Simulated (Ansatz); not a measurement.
# CH4O2Si: basis-set convergence

The task here is to estimate one member of a computed series from the others.

The runs use Ansatz 0.2.0, Gaussian basis; one geometry, several basis sets.

Plan: PBE0-D4/def2-SVP; ωB97M-V/def2-SVP; PBE0-D4/def2-QZVPP; ωB97M-V/def2-QZVPP; the functionals' def2-TZVPP values are taken from earlier runs.

## The relaxed structure

The geometry comes from an earlier relaxation with PBE0-D4 in a triple-zeta def2 set; it is a stationary point, not always the lowest conformer.

SMILES `O=CO[SiH3]`, 8 atoms, charge 0, spin multiplicity 1.

Atoms are counted from 1 here; the program's logs count them from 0.

Bond lengths: O1–C2 1.198 Å, C2–O3 1.330 Å, C2–H5 1.099 Å, O3–Si4 1.698 Å, Si4–H6 1.479 Å, Si4–H7 1.479 Å, Si4–H8 1.479 Å. Angles: O1–C2–O3 124.3°, O1–C2–H5 124.4°, O3–C2–H5 111.4°, C2–O3–Si4 117.6°, O3–Si4–H6 102.8°, O3–Si4–H7 110.2°, O3–Si4–H8 110.2°, H6–Si4–H7 110.9°, H6–Si4–H8 110.9°, H7–Si4–H8 111.7°.

Geometry (Å):

```xyz
8

O     1.3370   -0.2364    1.2782
C     1.4406    0.3086    0.2168
O     0.4475    0.4379   -0.6587
Si   -1.0633   -0.2141   -0.2382
H     2.3674    0.7654   -0.1582
H    -1.8981    0.1085   -1.4157
H    -0.9538   -1.6775   -0.0553
H    -1.5853    0.4506    0.9754
```

Set-up of the first run:

Input file in.yaml:

```yaml
crystal:
  periodic: [false, false, false]
  atoms:
    - {symbol: O, position_ang: [1.337047, -0.236372, 1.278216]}
    - {symbol: C, position_ang: [1.440633, 0.308581, 0.216820]}
    - {symbol: O, position_ang: [0.447523, 0.437913, -0.658683]}
    - {symbol: Si, position_ang: [-1.063326, -0.214129, -0.238184]}
    - {symbol: H, position_ang: [2.367431, 0.765393, -0.158201]}
    - {symbol: H, position_ang: [-1.898063, 0.108479, -1.415721]}
    - {symbol: H, position_ang: [-0.953771, -1.677537, -0.055332]}
    - {symbol: H, position_ang: [-1.585276, 0.450570, 0.975384]}
basis:
  gaussian: {orbitals: def2-SVP}
hamiltonian: {xc: pbe0, dispersion: d4}
output: {orbitals: {seedname: orbitals}}
```

Command:

```bash
ansatz run in.yaml --threads 2 --pin off --events-out ev --progress --plain --max-ram 4352MiB
```

Steps of the session up to this table: PBE0-D4 in def2-SVP; ωB97M-V in def2-SVP; PBE0-D4 in def2-QZVPP; ωB97M-V in def2-QZVPP.

One table of the session follows, with a row left open; its other results are not shown here.

It belongs to the step «Functionals by basis». 

```
functional       basis  HOMO (eV)  LUMO (eV)
   PBE0-D4    def2-SVP      -8.50      -0.16
   PBE0-D4  def2-TZVPP      -8.63      -0.37
   PBE0-D4  def2-QZVPP      -8.66      -0.44
   ωB97M-V    def2-SVP          ?          ?
   ωB97M-V  def2-TZVPP     -11.08       1.75
   ωB97M-V  def2-QZVPP     -11.12       1.34
```

Estimate the missing values for ωB97M-V, def2-SVP.

The run gave: HOMO (eV): -10.94; LUMO (eV): 2.23. In the column «HOMO (eV)» it lies between ωB97M-V, def2-TZVPP (-11.08) and PBE0-D4, def2-QZVPP (-8.66).
